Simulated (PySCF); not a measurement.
# [RuO2]-: structure of the doublet

Aim: relax [RuO2]- as a doublet from a linear start, check by its vibrations whether the end is a minimum, and collect its spectrum and constants.

The runs use PySCF 2.14.0; BP86, basis Ru def2-TZVPD with ECP28, O def2-TZVPD, scalar-relativistic core potentials, no spin–orbit coupling, density fitting.

## 1. Where the work starts

3 atoms, charge -1, spin multiplicity 2.

Bond lengths: Ru1–O2 1.710 Å, Ru1–O3 1.710 Å. Angles: O2–Ru1–O3 180.0°.

Coordinates in bohr (charge -1 multiplicity 2):
```
Ru    0.0000    0.0000    0.0000
O     0.0000    0.0000    3.2314
O     0.0000    0.0000   -3.2314
```

## 2. Relaxing the doublet from the linear start

The steps below are one call of a driver around PySCF. For each, scf.py gives the equivalent set-up of the SCF; relaxations use the driver's own optimiser. Before each start the driver seeks the lowest SCF state from one or more starting densities and follows internal instabilities, so scf.py alone need not reach the same state.

The program finds D∞h symmetry in the start, which this walk keeps.

scf.py reads:

```python
from pyscf import gto, scf, dft
mol = gto.M(atom='''
Ru     0.000000     0.000000     0.000000
O      0.000000     0.000000     1.710000
O      0.000000     0.000000    -1.710000''',
    basis={'Ru': 'def2-TZVPD', 'O': 'def2-TZVPD'},
    ecp={'Ru': 'def2-TZVPD'},
    charge=-1, spin=1)
mf = dft.UKS(mol, xc='B88,P86')
mf.grids.atom_grid = (50, 194)
aux = {'Ru': 'def2-universal-JKFIT', 'O': 'def2-universal-JKFIT'}
mf = mf.density_fit(auxbasis=aux)
mf.kernel()
```

The runs that follow: Is it a minimum? Harmonic modes; Downhill along the imaginary mode; Frequencies.

Before running it: what results should come out? Wanted: minimum; geometry; wavenumbers; dipole moment; highest occupied, lowest empty level; polar-tensor charge of Ru1; zero-point energy; ⟨S²⟩.

The runs gave:

```
                                          quantity                             value
                                           minimum                      doublet, C2v
                                          geometry  Ru–O 1.712 Å (×2); O–Ru–O 148.0°
                                wavenumbers (cm⁻¹)      163 (a1), 884 (b2), 904 (a1)
                    dipole moment (centre of mass)                            0.65 D
highest occupied, lowest empty level (either spin)                     0.73, 1.19 eV
                        polar-tensor charge of Ru1                           +0.58 e
                                 zero-point energy                       11.7 kJ/mol
                               entropy at 298.15 K                   274.6 J/(mol K)
                                              ⟨S²⟩                             0.752
```

In words: The linear start (D∞h) ends in a minimum of C2v symmetry, after a stop at a second-order saddle point 7.7 kJ/mol higher, from which it was pushed off along an imaginary mode. In the infrared the band at 884 cm⁻¹ (b2, stretch) leads. Most of the spin sits on Ru1 (Mulliken spin 1.12, against 1 for the whole molecule). Other starts or spin states, not run here, may lie lower. A highest occupied level above zero is common for anions with such functionals; it warns that the extra electron is poorly described. One determinant may miss the lowest occupation of an open d or f shell.
